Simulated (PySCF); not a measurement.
# GeSiH5Cl (SMILES Cl[SiH2][GeH3]): levels of theory compared

We compute a comparison of 5 runs (HF/STO-3G, HF/3-21G, B3LYP/6-31G*, B3LYP/pcseg-1, MP2/3-21G) of GeSiH5Cl. 

The calculation is run with PySCF 2.14.0.

## 1. Starting point

GeSiH5Cl: 8 atoms, total charge 0, spin state singlet. SMILES: `Cl[SiH2][GeH3]`. Geometry: relaxed at PBE0-D4/def2-TZVP.

Bond lengths: Cl1–Si2 2.062 Å, Si2–Ge3 2.377 Å, Si2–H4 1.484 Å, Si2–H5 1.484 Å, Ge3–H6 1.536 Å, Ge3–H7 1.538 Å, Ge3–H8 1.536 Å. Some angles: Cl1–Si2–Ge3 109.1°, Cl1–Si2–H4 107.8°, Cl1–Si2–H5 107.8°, Ge3–Si2–H4 111.5°, Ge3–Si2–H5 111.5°, Si2–Ge3–H6 110.0°, Si2–Ge3–H7 109.9°, Si2–Ge3–H8 110.0°, H4–Si2–H5 109.1°, H6–Ge3–H7 108.9°.

## 2. Energy and forces at HF/STO-3G (run 1)

mol.xyz

```xyz
8
ClGeH5Si
Cl    -2.290300     1.217200    -0.310600
Si    -0.414100     0.602600    -0.906900
Ge     0.581500    -0.662200     0.842700
H     -0.573600    -0.206400    -2.140800
H      0.380700     1.815700    -1.222200
H      0.711200     0.201700     2.106100
H      1.981500    -1.135500     0.415600
H     -0.284600    -1.890300     1.160200
```

calc.py

```python
# Cl[SiH2][GeH3]
import pyscf.grad
from pyscf import gto

system = gto.Mole()
system.atom = 'mol.xyz'
system.verbose = 4
system.max_memory = 1860
system.basis = 'sto-3g'
system.charge = 0
system.build()

mf = system.RHF()
mf.conv_tol = 1e-10
mf.kernel()
if not mf.converged:
    mf = mf.newton().run(mf.mo_coeff, mf.mo_occ)

e_tot = mf.e_tot
print('E(%s) = %.9f' % ('HF', e_tot))
grad = mf.Gradients().kernel()
dip = mf.dip_moment()
pop, q = mf.mulliken_pop()
```

Started as:

```bash
OMP_NUM_THREADS=1 python calc.py
```

The log of the run:

```text
PySCF version 2.14.0

[... 58 lines left out ...]
converged SCF energy = -2794.92787584086
[... 12 lines left out ...]
Dipole moment(X, Y, Z, Debye):  2.73900, -1.01301, -0.61587
[... 50 lines left out ...]
charge of    7H =     -0.11070
```

It took 2.6 s on 1 thread of Intel Xeon at 2.70GHz, shared host; peak memory 0.12 GiB.

## 3. Energy and forces at HF/3-21G (run 2)

input.py

```python
import pyscf.grad
from pyscf import gto, scf

mol = gto.Mole()
mol.atom = '''
Cl    -2.290300     1.217200    -0.310600
Si    -0.414100     0.602600    -0.906900
Ge     0.581500    -0.662200     0.842700
H     -0.573600    -0.206400    -2.140800
H      0.380700     1.815700    -1.222200
H      0.711200     0.201700     2.106100
H      1.981500    -1.135500     0.415600
H     -0.284600    -1.890300     1.160200
'''
mol.verbose = 3
mol.max_memory = 1860
mol.basis = '3-21g'
mol.build()

mf = scf.RHF(mol)
mf.conv_tol = 1e-10
mf.kernel()
if not mf.converged:
    mf = mf.newton().run(mf.mo_coeff, mf.mo_occ)

energy = mf.e_tot
print('E = %.10f Eh' % energy)
grad = mf.Gradients().kernel()
dip = mf.dip_moment()
pop, q = mf.mulliken_pop()
```

Started as:

```bash
OMP_NUM_THREADS=1 python input.py
```

The log of the run:

```text
converged SCF energy = -2812.94302479091
[... 9 lines left out ...]
Dipole moment(X, Y, Z, Debye):  2.70131, -1.10323, -0.37837
[... 67 lines left out ...]
charge of    7H =     -0.14371
```

Wall time 4.2 s (1 thread of Intel Xeon at 2.70GHz, shared host); peak memory 0.13 GiB.

Runs 3 to 4 aren't shown in full; the table further down has their settings and results.

## 4. Energy and gradient at MP2/3-21G (run 5)

start.xyz

```xyz
8
ClGeH5Si
Cl    -2.290300     1.217200    -0.310600
Si    -0.414100     0.602600    -0.906900
Ge     0.581500    -0.662200     0.842700
H     -0.573600    -0.206400    -2.140800
H      0.380700     1.815700    -1.222200
H      0.711200     0.201700     2.106100
H      1.981500    -1.135500     0.415600
H     -0.284600    -1.890300     1.160200
```

run.py

```python
from pyscf import gto, mp

mol = gto.Mole()
mol.atom = 'start.xyz'
mol.charge = 0
mol.spin = 0
mol.verbose = 4
mol.basis = '3-21g'
mol.max_memory = 1860
mol.build()

myscf = mol.RHF()
myscf.conv_tol = 1e-10
myscf.kernel()
if not myscf.converged:
    myscf = myscf.newton().run(myscf.mo_coeff, myscf.mo_occ)

pt = mp.MP2(myscf, frozen=19).run()
e_tot = pt.e_tot
print('Final energy', e_tot)
grad = pt.nuc_grad_method().kernel()
myscf.analyze()
```

Started as:

```bash
OMP_NUM_THREADS=1 python run.py
```

The log of the run:

```text
PySCF version 2.14.0

[... 82 lines left out ...]
Two-electron Energy =                 1419.136265807597965
[... 13 lines left out ...]
MO #10  energy= -7.95033115410456  occ= 2
[... 11 lines left out ...]
MO #22  energy= -1.55624815619175  occ= 2
[... 11 lines left out ...]
MO #34  energy= -0.40196954490677  occ= 2
[... 11 lines left out ...]
MO #46  energy= 0.468198982493109  occ= 0
[... 11 lines left out ...]
MO #58  energy= 1.37294604400233   occ= 0
[... 69 lines left out ...]
Dipole moment(X, Y, Z, Debye):  2.70131, -1.10323, -0.37837
```

Wall time 4.5 s (1 thread of Intel Xeon at 2.70GHz, shared host); peak memory 0.27 GiB.

## 5. The series

| run | level | Cartesian functions | integration grid | energy (Eh) | dipole moment (D) of the reference | HOMO energy (eV) | LUMO energy (eV) | wall time |
| --- | --- | --- | --- | --- | --- | --- | --- | --- |
| 1 | HF/STO-3G | no | – | -2794.927876 | 2.98 | -8.95 | 8.96 | 2.6 s |
| 2 | HF/3-21G | no | – | -2812.943025 | 2.94 | -10.94 | 2.64 | 4.2 s |
| 3 | B3LYP/6-31G* (Cartesian functions) | yes | 5 | -2829.505140 | 1.69 | -7.87 | -0.50 | 37 s |
| 4 | B3LYP/pcseg-1 | no | 5 | -2829.570074 | 1.67 | -8.02 | -0.67 | 44 s |
| 5 | MP2/3-21G | no | – | -2813.097336 | 2.94 | -10.94 | 2.64 | 4.5 s |

## 6. What came out

| quantity | value |
| --- | --- |
| run 5: total energy | -2813.09734 Eh |
| run 5: dipole moment (Hartree–Fock density) | 2.94 D |
| run 5: HOMO energy (Hartree–Fock orbitals) | -10.94 eV |
| run 5: LUMO energy (Hartree–Fock orbitals) | 2.64 eV |
| run 5: HOMO–LUMO gap (Hartree–Fock orbitals) | 13.58 eV |
| run 5: correlation energy (19 core orbitals frozen) | -154.3 mEh |
| run 5: largest force on an atom | 2.803 eV/Å |

Over runs 1, 2, 3, 4 the dipole moment (its size) runs from 1.67 D (B3LYP/pcseg-1) to 2.98 D (HF/STO-3G). The two ends differ in method and basis. Over runs 1, 2, 3, 4 the HOMO–LUMO gap runs from 7.35 eV (B3LYP/pcseg-1) to 17.91 eV (HF/STO-3G). In run 1 the basis is minimal, so the values are rough. All runs together took 93 s, the longest 44 s.
